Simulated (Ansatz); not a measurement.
# ScRhC4N4: the cost of one run

Computed with Ansatz 0.2.0 (DFT PBE, scalar-relativistic, plane waves, PAW, unless a step's input says otherwise).

1 further run of the same task is left out (it didn't finish).

## (1) The system as given

The structure is cubic, space group P-43m (No. 215). The conventional cell has a = 6.013 Å, b = 6.013 Å, c = 6.013 Å, α = 90.00°, β = 90.00°, γ = 90.00°. Sc (site symmetry -43m) is surrounded by 4 N at 2.12 Å. Rh (site symmetry -43m) has 4 C at 1.92 Å as nearest neighbours. Around C (site symmetry 3m) lie 1 N at 1.17 Å. N (site symmetry 3m) has 1 C at 1.17 Å as nearest neighbours.

As a file:

```
Sc Rh C N
1.0
     6.01253    0.00000    0.00000
     0.00000    6.01253    0.00000
     0.00000    0.00000    6.01253
Sc Rh C N
1 1 4 4
Direct
  0.50000 0.50000 0.50000
  0.00000 0.00000 0.00000
  0.18408 0.18408 0.18408
  0.18408 0.81592 0.81592
  0.81592 0.18408 0.81592
  0.81592 0.81592 0.18408
  0.29643 0.29643 0.29643
  0.29643 0.70357 0.70357
  0.70357 0.29643 0.70357
  0.70357 0.70357 0.29643
```

The cell is invented: two interpenetrating cyanide-bridged diamond nets (P-43m, No. 215). Lengths come from tabulated atomic sizes and are only a guess.

## (2) Probe: one point on a coarse mesh

File input.yaml:

```yaml
crystal:
  lattice:
    - [6.0125257, 0.0, 0.0]
    - [0.0, 6.0125257, 0.0]
    - [0.0, 0.0, 6.0125257]
  atoms:
    - { symbol: Sc, position: [0.5, 0.5, 0.5] }
    - { symbol: Rh, position: [0.0, 0.0, 0.0], spin: 1.0 }
    - { symbol: C, position: [0.18407912, 0.18407912, 0.18407912] }
    - { symbol: C, position: [0.18407912, 0.81592088, 0.81592088] }
    - { symbol: C, position: [0.81592088, 0.18407912, 0.81592088] }
    - { symbol: C, position: [0.81592088, 0.81592088, 0.18407912] }
    - { symbol: "N", position: [0.29642789, 0.29642789, 0.29642789] }
    - { symbol: "N", position: [0.29642789, 0.70357211, 0.70357211] }
    - { symbol: "N", position: [0.70357211, 0.29642789, 0.70357211] }
    - { symbol: "N", position: [0.70357211, 0.70357211, 0.29642789] }
basis:
  ecutwfc: 420
kpoints:
  mp_grid: { grid: [4, 4, 4] }
hamiltonian:
  xc: pbe
scf:
  occupations: { method: gaussian, width: 0.1 }
  lower_state_search: "off"
output:
  forces: true
  stress: true
  eigenvalues: true
  populations: true
magnetization:
  spin_polarized: true
```

On the command line:

```
$ ansatz run input.yaml --threads 1 --pin off --max-ram 2560MiB --backend cpu --events-out ev --progress --plain --runs-dir out
```

Q: Estimate wall time and peak memory on 1 thread of AMD EPYC 7B13 (Zen 3), shared host.

About 21 s, with a peak of 0.56 GiB.
